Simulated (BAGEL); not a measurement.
# SiClF2 (SMILES F[Si](F)Cl): UHF/6-31G(d) (density fitting with qzvpp-jkfit, spherical functions)

What is the vertical ionisation energy of SiClF2 at UHF/6-31G* (density fitting with qzvpp-jkfit, spherical functions)? 

The results are computed with BAGEL 1.2.2.

19 further runs of the same task are left out: 19 set aside as unsound or not needed.

## (1) The structure to begin with

SiClF2: 4 atoms, total charge 0, spin state doublet. SMILES: `F[Si](F)Cl`. The coordinates come from a PBE0-D4/def2-TZVP relaxation.

Bond lengths: F1–Si2 1.585 Å, Si2–F3 1.585 Å, Si2–Cl4 2.036 Å. Angles: F1–Si2–F3 107.0°, F1–Si2–Cl4 108.9°, F3–Si2–Cl4 108.9°.

## (2) The energy at UHF/6-31G(d) (density fitting with qzvpp-jkfit, spherical functions)

input.json

```json
{ "bagel" : [

{
  "title" : "molecule",
  "basis" : "6-31gs.json",
  "df_basis" : "qzvpp-jkfit",
  "angstrom" : "true",
  "geometry" : [
    { "atom" : "F", "xyz" : [       1.308200,       0.129000,       0.798000 ] },
    { "atom" : "Si", "xyz" : [       0.221200,      -0.316500,      -0.265700 ] },
    { "atom" : "F", "xyz" : [      -0.871800,      -1.157400,       0.514900 ] },
    { "atom" : "Cl", "xyz" : [      -0.657600,       1.344900,      -1.047300 ] }
  ]
},

{
  "title" : "uhf",
  "charge" : 0,
  "nopen" : 1
},

{
  "title" : "print",
  "file" : "orbitals.molden",
  "orbitals" : "true"
}

]}
```

The basis set 6-31G* is read from a file made from the Basis Set Exchange's data (not shown).

Started as:

```sh
$ BAGEL_NUM_THREADS=1 BAGEL input.json > input.out
```

Standard output:

```text
* using 1 threads per process

  ===============================================================
  ===============================================================

  *** Geometry ***

  { "atom" : "F", "xyz" : [      2.472140,      0.243775,      1.508001 ] },
  { "atom" : "Si", "xyz" : [      0.418007,     -0.598098,     -0.502100 ] },
  { "atom" : "F", "xyz" : [     -1.647463,     -2.187169,      0.973020 ] },
  { "atom" : "Cl", "xyz" : [     -1.242684,      2.541493,     -1.979110 ] },

  Number of auxiliary basis functions:      410

  Since a DF basis is specified, we compute 2- and 3-index integrals:
    o Being stored without compression. Storage requirement is 0.013 GB

  Number of basis functions:       64
  Number of electrons      :       49

    * METHOD: MOLECULE                             0.15

  *** Open-shell HF ***

  === Nuclear Repulsion ===
   217.5992999081

      * DIIS with orbital gradients will be used.

  === UHF iteration (6-31gs.json) ===
      0       -947.17425091          0.05001965           0.08
      1       -947.32133114          0.03318605           0.08
      2       -947.37464733          0.02020103           0.08
      3       -947.40561939          0.00091654           0.08
      4       -947.40611223          0.00032821           0.08
      5       -947.40618146          0.00008886           0.08
      6       -947.40619281          0.00002751           0.08
      7       -947.40619497          0.00001040           0.08
      8       -947.40619539          0.00000384           0.08
      9       -947.40619544          0.00000128           0.08
     10       -947.40619544          0.00000058           0.08
     11       -947.40619544          0.00000021           0.08
     12       -947.40619544          0.00000009           0.08
     13       -947.40619544          0.00000004           0.08
     14       -947.40619544          0.00000002           0.08
     15       -947.40619544          0.00000001           0.08
    * SCF iteration converged.

    * S^2 (UHF) is 0.7532

    * Permanent dipole moment:
           (   -0.281083,     0.378632,     0.446348) a.u.

    * METHOD: UHF                                  1.36

    * METHOD: PRINT                                0.01

  ===============================================================
```

Wall time 1.7 s (1 thread of Arm Neoverse V1, shared host).

## (3) The singlet cation at the same level

hf.json

```json
{ "bagel": [

{
  "title": "molecule",
  "basis": "6-31gs.json",
  "df_basis": "qzvpp-jkfit",
  "angstrom": true,
  "geometry": [
    { "atom": "F", "xyz": [    1.308200,    0.129000,    0.798000 ] },
    { "atom": "Si", "xyz": [    0.221200,   -0.316500,   -0.265700 ] },
    { "atom": "F", "xyz": [   -0.871800,   -1.157400,    0.514900 ] },
    { "atom": "Cl", "xyz": [   -0.657600,    1.344900,   -1.047300 ] }
  ]
},
{
  "title": "hf",
  "charge": 1
},
{
  "title": "print",
  "file": "orbitals.molden",
  "orbitals": true
}

]}
```

The basis set 6-31G* is read from a file made from the Basis Set Exchange's data (not shown).

Started as:

```sh
$ BAGEL_NUM_THREADS=1 BAGEL hf.json > hf.out
```

Standard output:

```text
* using 1 threads per process

  ===============================================================
  ===============================================================

  *** Geometry ***

  { "atom" : "F", "xyz" : [      2.472140,      0.243775,      1.508001 ] },
  { "atom" : "Si", "xyz" : [      0.418007,     -0.598098,     -0.502100 ] },
  { "atom" : "F", "xyz" : [     -1.647463,     -2.187169,      0.973020 ] },
  { "atom" : "Cl", "xyz" : [     -1.242684,      2.541493,     -1.979110 ] },

  Number of auxiliary basis functions:      410

  Since a DF basis is specified, we compute 2- and 3-index integrals:
    o Being stored without compression. Storage requirement is 0.013 GB

  Number of basis functions:       64
  Number of electrons      :       49

    * METHOD: MOLECULE                             0.15

  *** RHF ***

  === Nuclear Repulsion ===
   217.5992999081

      * DIIS with orbital gradients will be used.

  === RHF iteration (6-31gs.json) ===
      0       -946.77636321          0.02825822           0.04
      1       -946.92720789          0.01959007           0.04
      2       -947.03316383          0.00127557           0.04
      3       -947.03403839          0.00041411           0.04
      4       -947.03417086          0.00011330           0.04
      5       -947.03418655          0.00003614           0.04
      6       -947.03418896          0.00001672           0.04
      7       -947.03418955          0.00000577           0.04
      8       -947.03418963          0.00000212           0.04
      9       -947.03418964          0.00000075           0.04
     10       -947.03418964          0.00000033           0.04
     11       -947.03418964          0.00000012           0.04
     12       -947.03418964          0.00000004           0.04
     13       -947.03418964          0.00000002           0.04
     14       -947.03418964          0.00000001           0.04
    * SCF iteration converged.

    * Permanent dipole moment:
           (   -0.708510,     0.928378,     1.239849) a.u.

    * METHOD: HF                                   0.67

    * METHOD: PRINT                                0.01

  ===============================================================
```

Run time: 0.97 s. Hardware: 1 thread of Arm Neoverse V1, shared host.

## (4) Outcome

At UHF/6-31G* (density fitting with qzvpp-jkfit, spherical functions):

```
                                          quantity          value
                      doublet SiClF2: total energy  -947.40620 Eh
                     doublet SiClF2: dipole moment         1.65 D
                              doublet SiClF2: ⟨S²⟩          0.753
                      singlet cation: total energy  -947.03419 Eh
                       singlet cation: HOMO energy      -20.12 eV
                       singlet cation: LUMO energy       -9.18 eV
                     singlet cation: HOMO–LUMO gap       10.94 eV
vertical ionisation energy (to the singlet cation)      10.123 eV
```

**Reading.** Removing an electron at fixed nuclei costs 10.12 eV (977 kJ/mol). Only the singlet of the ionised species was computed; a triplet could lie lower.
